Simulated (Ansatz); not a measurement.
# Ti3Al4: the cost of one run

Method: DFT r2SCAN, scalar-relativistic, plane waves, PAW, in Ansatz 0.2.0.

2 further runs of the same task are left out: 1 that didn't finish, 1 set aside as unsound or not needed.

### Step 1. Starting point

It takes space group P4/mmm (No. 123, tetragonal). The conventional cell has a = 2.811 Å, b = 2.811 Å, c = 4.065 Å, α = 90.00°, β = 90.00°, γ = 90.00°. Around Ti (site symmetry 4/mmm) lie 4 Ti at 2.81 Å and 8 Al at 2.84 Å. Around Al (site symmetry 4/mmm) lie 4 Al at 2.81 Å and 8 Ti at 2.84 Å.

As a file:

```
CELL_PARAMETERS angstrom
2.81056 0.00000 0.00000
0.00000 2.81056 0.00000
0.00000 0.00000 4.06500
ATOMIC_POSITIONS crystal
Ti 0.00000 0.00000 0.00000
Al 0.50000 0.50000 0.50000
```

This cell was relaxed beforehand with the same method: volume 16.06 Å³/atom, gap on the mesh none (metal).

Bulk energy on matching settings, from an earlier run: -1522.8438 eV/atom.

### Step 2. The (001) slab

Miller indices refer to the conventional cell of the relaxed bulk, P4/mmm (No. 123): a = 2.811 Å, b = 2.811 Å, c = 4.065 Å, α = 90.00°, β = 90.00°, γ = 90.00°.

The slab is a (001) slab, 12.2 Å thick as cut, with 15 Å of vacuum; its outer planes are Al (top) and Al (bottom).

The slab as cut. Its planes from the bottom up:

| plane | atoms per cell | height over the lowest (Å) |
| --- | --- | --- |
| 1 | Al | 0.00 |
| 2 | Ti | 2.03 |
| 3 | Al | 4.07 |
| 4 | Ti | 6.10 |
| 5 | Al | 8.13 |
| 6 | Ti | 10.16 |
| 7 | Al | 12.20 |

### Step 3. Single point on the unrelaxed (001) slab

A dipole layer in the vacuum cancels the field that periodic copies would set up if the slab's two faces differ.

Contents of input.yaml:

```yaml
crystal:
  lattice:
    - [2.8105621006, 0.0, 0.0]
    - [0.0, 2.8105621006, 0.0]
    - [0.0, 0.0, 27.1950022567]
  atoms:
    - { symbol: Al, position: [0.5, 0.5, 0.2757859672] }
    - { symbol: Ti, position: [0.0, 0.0, 0.3505239781] }
    - { symbol: Al, position: [0.5, 0.5, 0.4252619891] }
    - { symbol: Ti, position: [0.0, 0.0, 0.5] }
    - { symbol: Al, position: [0.5, 0.5, 0.5747380109] }
    - { symbol: Ti, position: [0.0, 0.0, 0.6494760219] }
    - { symbol: Al, position: [0.5, 0.5, 0.7242140328] }
basis:
  ecutwfc: 500
kpoints:
  mp_grid: { grid: [12, 12, 1] }
hamiltonian:
  xc: r2scan
scf:
  occupations: { method: gaussian, width: 0.1 }
output:
  forces: true
  stress: true
  eigenvalues: true
  write_density: true
  write_potential: true
  elf: true
  volumetric_format: npy
efield:
  axis: 3
  dipole_correction: true
  ramp_width: 0.04
```

Launch:

```
$ ansatz run input.yaml --threads 1 --pin off --max-ram 2560MiB --backend cpu --events-out ev --progress --plain --runs-dir out
```

**Question.** How long does this run take on 1 thread of Arm Neoverse V1, shared host, and how much memory does it need?

About 63 s, with a peak of 0.88 GiB.
